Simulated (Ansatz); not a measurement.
ClFSi, SMILES F[Si]Cl: the interaction energy of a dimer with the counterpoise correction, run with the Ansatz DFT code, driven from Python.

`dimer.py`
```python
"""Interaction energy of two ClFSi molecules, with the counterpoise correction."""

import ansatz

SETTINGS = {
    "basis_set": "def2-SVPD",
    "xc": "pbe",
}

FIRST = [
    ("F", (0.6438, -1.3274, 0.1998)),
    ("Si", (-0.5613, -0.3012, -0.3369)),
    ("Cl", (-0.0824, 1.6286, 0.137)),
]
SECOND = [
    ("F", (3.2754, -0.3495, -1.7856)),
    ("Si", (2.9481, -1.7905, -2.5663)),
    ("Cl", (1.056, -2.4093, -2.1026)),
]

def energy(atoms, ghosts=()):
    molecule = ansatz.Crystal.molecule()
    for symbol, xyz in atoms:
        molecule = molecule.atom(symbol, xyz)
    calc = (
        molecule.calculation()
        .basis(gaussian=SETTINGS["basis_set"])
        .functional(SETTINGS["xc"])
    )
    deck = calc.input()
    if ghosts:
        deck = deck.set(ansatz.key.basis.gaussian.ghost_atoms, [{"symbol": s, "position_ang": list(xyz)} for s, xyz in ghosts])
    return ansatz.Session.from_dict(deck).plan().execute().report["free_energy_ev"]

# monomers in their own basis and in the basis of the dimer
both = energy(FIRST + SECOND)
alone = energy(FIRST) + energy(SECOND)
ghosted = energy(FIRST, SECOND) + energy(SECOND, FIRST)
print(f"dimer {both:.6f} eV")
print(f"interaction, uncorrected   {23.060548 * (both - alone):8.3f} kcal/mol")
print(f"interaction, counterpoise  {23.060548 * (both - ghosted):8.3f} kcal/mol")
print(f"basis-set superposition    {23.060548 * (alone - ghosted):8.3f} kcal/mol")
```

How large is the interaction at this pose, and how much of it is basis-set superposition?

Uncorrected it is 5.999 kcal/mol, with the counterpoise correction 7.233 kcal/mol; the difference, 1.23 kcal/mol, is the superposition error. In this basis both values are repulsive.

The run itself:

`python dimer.py` gives:
```text
dimer -46198.223876 eV
interaction, uncorrected      5.999 kcal/mol
interaction, counterpoise     7.233 kcal/mol
basis-set superposition       1.233 kcal/mol
```

Reading the output:
- Total energies depend on the basis set; only differences at equal settings carry meaning.
- The dimer is a generated trial pose of unrelaxed monomers, not a minimum, so the figure is no binding energy, and the basis set is small.
- This level lacks the dispersion part of the attraction (electrostatics and induction are there), which can decide the sign where the interaction is weak.
- It ran for 14 s on 1 thread of Arm Neoverse V1, on a shared host, peak memory 0.26 GiB.
